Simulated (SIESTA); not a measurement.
Al3Cu:

```
CELL_PARAMETERS angstrom
3.92415 0.00000 0.00000
0.00000 3.92415 0.00000
0.00000 0.00000 3.92415
ATOMIC_POSITIONS crystal
Cu 0.00000 0.00000 0.00000
Al 0.50000 0.50000 0.00000
Al 0.50000 0.00000 0.50000
Al 0.00000 0.50000 0.50000
```

The cell comes from a database or a generator and needn't be the stable form of this composition.

- Program: SIESTA 5.4.2
- Task: single point
- Functional: PBEsol
- Potentials or basis: PseudoDojo 0.4 standard (PBEsol files)
- Basis: DZP (energy shift 0.003 Ry; two zetas on semicore shells)
- Grid cutoff: 800 Ry
- Energy shift: 0.003 Ry
- k mesh: 7 × 7 × 7
- Occupations: fermi-dirac, width 0.05 eV
- Spin: no spin polarisation

On this cell: pressure -2.8 GPa; largest force zero by symmetry; band gap on the k mesh none (metal or under the smearing width).

The same run follows on a disturbed copy (atoms moved at random, drawn with an rms of 0.05 Å):

```
Cu Al
1.0
     3.92415    0.00000    0.00000
     0.00000    3.92415    0.00000
     0.00000    0.00000    3.92415
Cu Al
1 3
Cartesian
  0.0090 -0.0004 -0.0258
  1.9555 1.9582 -0.0117
  1.9478 -0.0028 1.9632
  -0.0027 1.9668 1.9821
```

What changes?

The energy (extrapolated to zero smearing) moves by +1.1 meV/atom; pressure -2.7 GPa; largest force 0.178 eV/Å; band gap on the k mesh none (metal or under the smearing width).

Forces in eV/Å, atoms in the order of the input:
```
Cu  -0.036  0.003  0.071
Al   0.031  0.007  0.169
Al   0.067  0.023 -0.077
Al  -0.061 -0.033 -0.164
```

Caveats: short orbitals over semicore shells can move pressures by several GPa; the basis of atomic orbitals isn't converged, which shifts pressures, moduli and gaps.
